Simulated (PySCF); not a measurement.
# H2LuO (Lu(H2O)3+): the cost of one run

Method: several levels, as the steps say, no spin–orbit coupling; program: PySCF 2.14.0.

1 further run of the same task is left out (for a known fault of the program).

### Step 1. The starting structure

4 atoms, charge 3, spin multiplicity 1.

Bond lengths: Lu1–O2 2.111 Å, O2–H3 1.005 Å, O2–H4 1.005 Å. Angles: Lu1–O2–H3 128.9°, Lu1–O2–H4 128.9°, H3–O2–H4 102.2°.

As a file:

```
Lu    0.0000    0.0000   -0.0439
O     0.0000    0.0000    2.0672
H     0.7820    0.0000    2.6983
H    -0.7820    0.0000    2.6983
```

Formal oxidation states: Lu +3. Each metal's 14 4f electrons lie in its core potential, so multiplicities, spins and levels count the valence alone. An earlier session relaxed this geometry at PBE0, Lu lcecp-1-SVP with ECP60, O def2-SVP, H def2-SVP (singlet, point group C2v).

At PBE0 on the finer grid: E = -114.890152 Eh, HOMO -28.68 eV, LUMO -20.93 eV, Mulliken charge on Lu1 +2.52 e, largest force component 0.001 eV/Å. 

Levels to run: BLYP; CAM-B3LYP; PBE0, TZVP. Hardware: 2 threads of Intel Xeon Platinum 8259CL at 2.50GHz (Skylake/Cascade Lake), shared host.

### Step 2. BLYP

The input, run.py (the lines that set the calculation):

```python
mol = gto.M(atom='''
Lu     0.00000     0.00000    -0.04387
O      0.00000     0.00000     2.06718
H      0.78200     0.00000     2.69828
H     -0.78200     0.00000     2.69828''',
    basis={'Lu': 'lcecp-1-SVP', 'O': 'def2-SVP', 'H': 'def2-SVP'},
    ecp={'Lu': 'lcecp-1-SVP'},
    charge=3, spin=0)
mf = dft.RKS(mol, xc='BLYP')
mf.grids.atom_grid = (75, 302)  # f atoms: unpruned, at least (60, 302)
mf = mf.density_fit()  # fitting sets: Lu AutoAux, O def2-universal-JKFIT, H def2-universal-JKFIT
mf.conv_tol = 1e-08; mf.max_cycle = 55
mf.kernel(dm0)  # dm0: the density of the relaxed state
```

Command:

```bash
$ OMP_NUM_THREADS=2 python run.py
```

**Question.** How long does this run take on 2 threads of Intel Xeon Platinum 8259CL at 2.50GHz (Skylake/Cascade Lake), shared host?

About 2.7 s.
